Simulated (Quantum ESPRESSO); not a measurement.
## MnNi3 under changes of volume

One of the cells (11.596 Å³/atom); the others are scaled copies at fixed shape and fractional positions:

```xyz
4
Lattice="3.5930 0.0000 0.0000 0.0000 3.5930 0.0000 0.0000 0.0000 3.5930" Properties=species:S:1:pos:R:3 pbc="T T T"
Ni    1.7965    1.7965    0.0000
Ni    1.7965    0.0000    1.7965
Ni    0.0000    1.7965    1.7965
Mn    0.0000    0.0000    0.0000
```

* Program: Quantum ESPRESSO 7.5
* Functional: PBEsol
* Potentials or basis: GBRV 1.5 PBEsol
* Cutoff: 612 eV
* Density cutoff: 4898 eV
* k mesh: 7 × 7 × 7
* Occupations: fermi-dirac, width 0.05 eV
* Spin: collinear spin, ferromagnetic start
* Starting moments: [1.0, 1.0, 1.0, 4.0] μB

| volume (Å³/atom) | energy over the lowest point (meV/atom) | pressure (GPa) | moment (μB per cell) |
| --- | --- | --- | --- |
| 10.900 | 0.00 | -2.7 | 4.67 |
| 11.132 | 6.14 | -6.6 | 4.75 |
| 11.364 | 17.52 | -10.0 | 4.83 |
| 11.596 | 33.59 | -13.0 | 4.90 |
| 11.828 | 53.85 | -15.6 | 4.96 |
| 12.060 | 77.78 | -18.0 | 5.02 |
| 12.292 | ? | ? | ? |

**Question.** What does the run at 12.292 Å³/atom give?

**Answer.** Energy over the lowest point 104.91 meV/atom; pressure -20.0 GPa; moment 5.07 μB per cell.

Worked out: A Birch-Murnaghan fit of order 3 (a polynomial in V^(-2/3)) to the other rows has its minimum at 10.77 Å³/atom, just outside them, with B0 = V·E''(V) = 202 GPa and B' = 4.4. It gives 105.02 meV/atom at 12.292 Å³/atom, against the run's 104.91, and -dE/dV = -19.9 GPa, against -20.0. A parabola through the other rows of the moment, of slope 0.205 μB per Å³/atom there, extrapolates to 5.07 μB, against the run's 5.07.

Energies are extrapolated to zero smearing.
